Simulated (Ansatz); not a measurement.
# Ga2Te2S: the cost of one run

Computed with Ansatz 0.2.0 (DFT PBE, scalar-relativistic, plane waves, PAW, unless a step's input says otherwise).

## (1) The starting structure

It takes space group I4/mmm (No. 139, tetragonal). Conventional cell: a = 4.314 Å, b = 4.314 Å, c = 13.750 Å, α = 90.00°, β = 90.00°, γ = 90.00°. Ga (site symmetry -4m2) has 4 Te at 2.80 Å and 4 Ga at 3.05 Å in its first shell of neighbours. Around Te (site symmetry 4mm) lie 4 Ga at 2.80 Å. S (site symmetry 4/mmm) has 8 Te at 3.47 Å in its first shell of neighbours.

As a file:

```xyz
5
Lattice="-2.1571 2.1571 6.8751 2.1571 -2.1571 6.8751 2.1571 2.1571 -6.8751" Properties=species:S:1:pos:R:3 pbc="T T T"
Ga    2.1571    0.0000    3.4376
Ga    0.0000    2.1571    3.4376
Te    0.0000    0.0000    5.2202
Te    0.0000    0.0000    8.5300
S     0.0000    0.0000    0.0000
```

The cell was relaxed beforehand at this level, from a database cell with other species swapped in; it is a trial structure. At a tolerance of 0.05 Å it has space group I4/mmm (No. 139); it has 25.59 Å³/atom, an uncorrected energy of +0.16 eV/atom over the elements.

## (2) Electronic structure at the relaxed geometry

input.yaml

```yaml
crystal:
  lattice:
    - [-2.1570646676, 2.1570646676, 6.8751135596]
    - [2.1570646676, -2.1570646676, 6.8751135596]
    - [2.1570646676, 2.1570646676, -6.8751135596]
  atoms:
    - { symbol: Ga, position: [0.25, 0.75, 0.5] }
    - { symbol: Ga, position: [0.75, 0.25, 0.5] }
    - { symbol: Te, position: [0.3796440181, 0.3796440181, 0.0] }
    - { symbol: Te, position: [0.6203559819, 0.6203559819, 0.0] }
    - { symbol: S, position: [0.0, 0.0, 0.0] }
basis:
  ecutwfc: 420
kpoints:
  mp_grid: { grid: [12, 12, 12] }
  band_path:
    path:
      - [[0.0, 0.0, 0.0], [0.0, 0.0, 0.5], [0.25, 0.25, 0.25], [0.0, 0.5, 0.0], [0.0, 0.0, 0.0], [0.5, 0.5, -0.5], [0.27460972, 0.72539028, -0.27460972]]
      - [[-0.27460972, 0.27460972, 0.27460972], [0.0, 0.0, 0.0]]
      - [[0.0, 0.0, 0.5], [-0.04921943, 0.04921943, 0.5]]
      - [[0.5, 0.5, -0.04921943], [0.5, 0.5, -0.5]]
    npoints: 14
hamiltonian:
  xc: pbe
scf:
  occupations: { method: gaussian, width: 0.1 }
  n_extra_bands: 12
output:
  forces: true
  stress: true
  eigenvalues: true
  populations: true
  dos: { projected: true, de: 0.02, nscf_kmesh: { grid: [15, 15, 15] } }
  bader: true
  write_density: true
  write_potential: true
  elf: true
  volumetric_format: npy
```

Run with:

```
> ansatz run input.yaml --threads 1 --pin off --max-ram 2560MiB --backend cpu --events-out ev --progress --plain --runs-dir out
```

**Question.** How long does this run take on 1 thread of Intel Xeon at 2.50GHz (Skylake/Cascade Lake), shared host, and how much memory does it need?

About 5.8 min, with a peak of 1.2 GiB.
